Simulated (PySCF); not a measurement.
**A diatomic session: SeH**

The task here is to estimate one member of a computed series from the others.

Program: PySCF 2.14.0. Level of theory: H 6-31G(d,p), Se 6-31G(d,p), no relativity. These are calculated values, not measurements.

The first run:

Settings of the job:

* atoms: H, Se
* charge: 0
* basis: H 6-31G(d,p), Se 6-31G(d,p)
* Hamiltonian: no relativity
* basis functions: 37
* electrons treated: 35
* masses in u: 1.0078, 79.9165
* levels: PBE0, PBE, r²SCAN, B97-3, PW91, MN15, LC-ωPBE, HF, MP2, SCS-MP2, CCSD, CCSD(T)
* grid: 80 radial by 434 angular points
* occupations: held fixed by the projection of orbital angular momentum
* dissociation limit: H + Se, each in its ground configuration
* starting distance in angstrom: 1.435
* values of 2S to try: 1, 3

Command:

```
> OMP_NUM_THREADS=1 python dia.py task.json out
```

Among the steps run: The job; First curve: PBE0; Higher solutions at PBE0; PBE (GGA); r²SCAN; B97-3; PW91 (GGA); MN15 (hybrid meta-GGA); LC-ωPBE (range-separated hybrid); UHF (mean field); Correlated methods on the Hartree–Fock reference.

One of the session's tables, all rows but one given; the rest of the session is left out.

Energy (eV) from each level's lowest point:

| R (Å) | UHF | UHF-MP2 | UHF-SCS-MP2 | UHF-CCSD | UHF-CCSD(T) |
| --- | --- | --- | --- | --- | --- |
| 1.267 | 0.592 | 0.585 | 0.598 | n/a | n/a |
| 1.326 | 0.250 | 0.249 | 0.259 | 0.272 | 0.275 |
| 1.385 | 0.064 | 0.066 | 0.072 | 0.081 | 0.083 |
| 1.429 | ? | ? | ? | ? | ? |
| 1.473 | 0.000 | 0.000 | 0.000 | 0.000 | 0.000 |
| 1.517 | 0.039 | 0.036 | 0.033 | 0.027 | 0.026 |
| 1.576 | 0.145 | 0.136 | 0.128 | 0.113 | 0.110 |
| 1.650 | 0.342 | 0.321 | 0.309 | 0.279 | 0.272 |
| 1.738 | 0.639 | 0.603 | 0.586 | 0.530 | 0.518 |
| 1.856 | 1.078 | 1.081 | 1.069 | n/a | n/a |

Estimate the missing values for R (Å) = 1.429.

Worked estimate for «UHF». A straight line through the neighbours (1.385, 0.064) and (1.473, 0.000) gives 0.064 + (0.000 − 0.064) × (1.429 − 1.385) / (1.473 − 1.385) = 0.032; a parabola fitted to 4 rows on both sides gives 0.003.

The run gave: UHF: 0.005; UHF-MP2: 0.007; UHF-SCS-MP2: 0.010; UHF-CCSD: 0.014; UHF-CCSD(T): 0.016. In «UHF» the line misses by +0.027 and the parabola by -0.002.
